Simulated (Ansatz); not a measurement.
# HfH2 (septet): the correlation ladder, def2-TZVPP

The task here is to estimate one member of a computed series from the others.

Program: Ansatz 0.2.0, Gaussian basis. Level of theory: def2-TZVPP, core rule «outside noble gas», up to 4 orbitals frozen. These are calculated values, not measurements.

To be run: UHF; ROHF; CCSD(T) on UHF.

## The geometry

The geometry is a PBE0/def2-TZVP stationary point (not a proven minimum) of the parent state, kept for this charge and spin. No spin-orbit coupling is included. Elements past krypton take def2 core potentials.

3 atoms, charge 0, spin multiplicity 7.

Atoms are counted from 1 here; the program's logs count them from 0.

Bond lengths: Hf1–H2 1.961 Å, Hf1–H3 1.961 Å. Angles: H2–Hf1–H3 180.0°.

Coordinates:

```xyz
3
charge 0, multiplicity 7
Hf    0.00000    0.00000    0.00000
H     0.00000    0.00000   -1.96110
H     0.00000    0.00000    1.96110
```

The first run:

File in.yaml:

```yaml
crystal:
  periodic: [false, false, false]
  atoms:
    - {symbol: Hf, position_ang: [0.000000, 0.000000, 0.000000]}
    - {symbol: H, position_ang: [0.000000, 0.000000, -1.961100]}
    - {symbol: H, position_ang: [0.000000, 0.000000, 1.961100]}
basis:
  gaussian: {orbitals: def2-TZVPP}
magnetization: {spin_polarized: true, initial_magnetization: 6}
hamiltonian: {xc: hf}
output: {orbitals: {seedname: orbitals}}
```

Command:

```
> ansatz run in.yaml --threads 1 --pin off --events-out ev --progress --plain --max-ram 3968MiB --backend cpu
```

Steps of the session up to this table: UHF; ROHF; CCSD(T) on UHF.

One of the session's tables, all rows but one given; the rest of the session is left out.

```
  method  from UCCSD(T) (kJ/mol)
    ROHF                  +156.2
     UHF                  +143.9
    UMP2                   +32.9
   UCCSD                       ?
UCCSD(T)                       0
```

**Question.** Estimate the row for UCCSD.

As computed: from UCCSD(T) (kJ/mol): +4.0. In the column «from UCCSD(T) (kJ/mol)» it lies between UCCSD(T) (0) and UMP2 (+32.9).
